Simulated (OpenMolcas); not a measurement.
# Nd²⁺ among point charges: CASSCF levels and susceptibility

How does a field of 6 point charges split the states of Nd²⁺, and what χT follows?

Program: OpenMolcas 26.06. Level of theory: state-averaged CASSCF, spin-orbit coupling by RASSI with atomic mean-field integrals. These are calculated values, not measurements, unless marked.

1 further run of the same task is left out (it didn't finish).

### Step 1. The atom as given

```
Species                           : Nd²⁺ (neodymium, Z = 60, 58 electrons)
Basis                             : ANO-RCC-VDZP [7s6p4d2f1g], 68 functions
Scalar Hamiltonian                : DKH2, point nucleus
Inactive shells                   : 1s 2s 2p 3s 3p 3d 4s 4p 4d 5s 5p
Active space                      : 4 electrons in 7 orbitals (4f)
Some configurations of this space : 4f⁴
Orbitals                          : optimised for the highest spin of each parity, averaged over all roots
```

Outer shells as boxes (Hund's rule):

4f4
```
4f [↑ ][↑ ][↑ ][↑ ][  ][  ][  ]
```

The ion sits among 6 point charges of -1.5 e arranged as a trigonal antiprism (D3d), 2.31 Å from the ion, with a polar angle of 58.0° against the regular 54.74°. The active orbitals were held to one l.

Each step is its own input file, run in one work folder so that later steps find the files of earlier ones. Labels, J, g values, rates, χT and fits are worked out afterwards by a script from the matrices that RASSI stores. The input lists half of the charges; inversion (Group=XYZ) makes the rest.

### Step 2. Basis and integrals

The input, a.inp:

```
&GATEWAY
Coord
1

Nd 0.0 0.0 0.0
Basis=ANO-RCC-VDZP
Group=XYZ
NoMove
AngMom=0.0 0.0 0.0
AMFI
XField
3 Angstrom 0
0.000000 1.959413 1.223438 -1.500000
1.696901 -0.979706 1.223438 -1.500000
1.696901 0.979706 -1.223438 -1.500000
&SEWARD
```

Started as:

```bash
$ OMP_NUM_THREADS=1 MOLCAS_MEM=2252 MOLCAS_PROJECT=a pymolcas a.inp > a.log
```

### Step 3. CASSCF: quintets of even parity, 35 roots

The input, a.inp:

```
&RASSCF
FileOrb=start.orb
Symmetry=1
Spin=5
nActEl=4 0 0
Inactive=15 12
Ras2=0 7
CIRoot=35 35 1
SDav=35
CIMx=300
Iter=120 100
PrWF=0.3
OrbListing=Nothing
MaxOrb=0
SupSym
0
1
14 13 14 15 16 17 18 19 26 27 28 29 30 31 32
>>> COPY $Project.JobIph JOB001
```

start.orb holds the contracted functions of the basis, ordered by shell, or the orbitals of the step before.

### Step 4. CASSCF: triplets of even parity, 162 roots

The input, a.inp:

```
&RASSCF
FileOrb=start.orb
Symmetry=1
Spin=3
nActEl=4 0 0
Inactive=15 12
Ras2=0 7
CIRoot=162 162 1
SDav=210
CIMx=300
Iter=120 100
PrWF=0.3
OrbListing=Nothing
MaxOrb=0
CIOnly
SupSym
0
1
14 13 14 15 16 17 18 19 26 27 28 29 30 31 32
>>> COPY $Project.JobIph JOB002
```

### Step 5. CASSCF: singlets of even parity, 162 roots

The input, a.inp:

```
&RASSCF
FileOrb=start.orb
Symmetry=1
Spin=1
nActEl=4 0 0
Inactive=15 12
Ras2=0 7
CIRoot=162 162 1
SDav=196
CIMx=300
Iter=120 100
PrWF=0.3
OrbListing=Nothing
MaxOrb=0
CIOnly
SupSym
0
1
14 13 14 15 16 17 18 19 26 27 28 29 30 31 32
>>> COPY $Project.JobIph JOB003
```

### Step 6. State interaction with spin-orbit coupling

The input, a.inp:

```
&RASSI
NrOfJobIphs=3 32 106 31
1 2 3 4 5 6 7 8 9 10 11 12 13 14 15 16 17 18 19 20 21 22 23 24 25 26 27
28 29 30 31 32
1 2 3 4 5 6 7 8 9 10 11 12 13 14 15 16 17 18 19 20 21 22 23 24 25 26 27
28 29 30 31 32 33 34 35 36 37 38 39 40 41 42 43 44 45 46 47 48 49 50 51
52 53 54 55 56 57 58 59 60 61 62 63 64 65 66 67 68 69 70 71 72 73 74 75
76 77 78 79 80 81 82 83 84 85 86 87 88 89 90 91 92 93 94 95 96 97 98 99
100 101 102 103 104 105 106
1 2 3 4 5 6 7 8 9 10 11 12 13 14 15 16 17 18 19 20 21 22 23 24 25 26 27
28 29 30 31
IphNames
JOB001
JOB002
JOB003
EJob
SpinOrbit
DIPRint=1.0
SOCoupling=1000.0
Subsets=2
Property=9
'ANGMOM' 1 'ANGMOM' 2 'ANGMOM' 3 'MLTPL  1' 1 'MLTPL  1' 2 'MLTPL  1' 3
'AMFI' 1 'AMFI' 2 'AMFI' 3
SOProperty=3
'ANGMOM' 1 'ANGMOM' 2 'ANGMOM' 3
```

Q: Predict the outcome of this session. Wanted: spin-free ground state; first state of the same spin within the active space; lowest level; next level.

As calculated:

| quantity | value |
| --- | --- |
| method | CASSCF |
| spin-free ground state | 5A1, 1-fold in its orbital part |
| first state of the same spin within the active space | 5A2 at 17.2 cm⁻¹ |
| lowest level | 2-fold E, g = 0.00, 0.00, 4.17 |
| next level | 208.0 cm⁻¹ |
| χT at 300 K | 0.94 cm³ K/mol |
| effective moment at 300 K | 2.74 μB |

In words: The spin-free ground state (5A1) comes to 100 % from free-ion I terms and keeps the highest spin of the shell. The triplets, singlets rest on orbitals optimised for another spin in at least one step, which raises them against the optimised states. Not all states of the active space went into the spin-orbit step. High states of lower spin are left out of the spin-orbit mixing, and CASSCF puts spin-flip levels too high. This is an electrostatic model: the charges have no orbitals.
